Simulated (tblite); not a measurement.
# C5H11N3Si: the cost of one run

Programs: tblite 0.8.0 and PySCF 2.14.0, with density-fitted response routines of our own. Each step states its level of theory. These are calculated values for one molecule in the gas phase, unless marked as measured. Atoms count from 0, in the outputs and in this text.

## (1) Starting geometry

20 atoms, charge 0, multiplicity 1; geometry from: force field or distance geometry start.

Bonds of the start (Å): N0–Si1 1.69, Si1–N2 1.71, Si1–C3 1.83, C3–N4 1.45, N4–C5 1.38, C5–C6 1.38, C6–C7 1.42, C7–C8 1.38, C8–N4 1.37, N0–H9 1.01, N0–H10 1.03, Si1–H11 1.46, N2–H12 1.02, N2–H13 1.02, C3–H14 1.09, C3–H15 1.12, C5–H16 1.08, C6–H17 1.08, C7–H18 1.08, C8–H19 1.09.

## (2) Optimising the geometry with GFN2-xTB

The job: settings as JSON, then the geometry in Å.

```
{"job": {"kind": "relax", "xc": "GFN2-xTB", "basis": "xTB"}, "charge": 0, "multiplicity": 1}
N      2.240200     0.895300    -0.028700
Si     1.515700    -0.541700    -0.555100
N      2.937200    -1.467100    -0.361000
C      0.089200    -1.125500     0.437800
N     -1.048100    -0.227000     0.348900
C     -2.056000    -0.313500    -0.592600
C     -2.948900     0.704900    -0.346300
C     -2.482300     1.412500     0.797700
C     -1.316500     0.800900     1.208400
H      2.815600     1.259000    -0.770000
H      1.494400     1.595500     0.083000
H      1.262700    -0.410700    -1.986300
H      3.352100    -1.157600     0.517800
H      3.594400    -1.192500    -1.087800
H     -0.260500    -2.109900     0.118100
H      0.331900    -1.218600     1.523400
H     -2.047500    -1.077700    -1.349700
H     -3.849700     0.896800    -0.911300
H     -2.964900     2.259200     1.274300
H     -0.664300     1.028300     2.048900
```

Launch:

```
$ OMP_NUM_THREADS=1 python probes_run.py task.json out
```

This one command runs all jobs of the session in turn.

**Question.** How long does this first job take on 1 thread of Arm Neoverse N1, shared host, and how much memory does it need?

About 1.1 s, with a peak of 0.18 GiB.
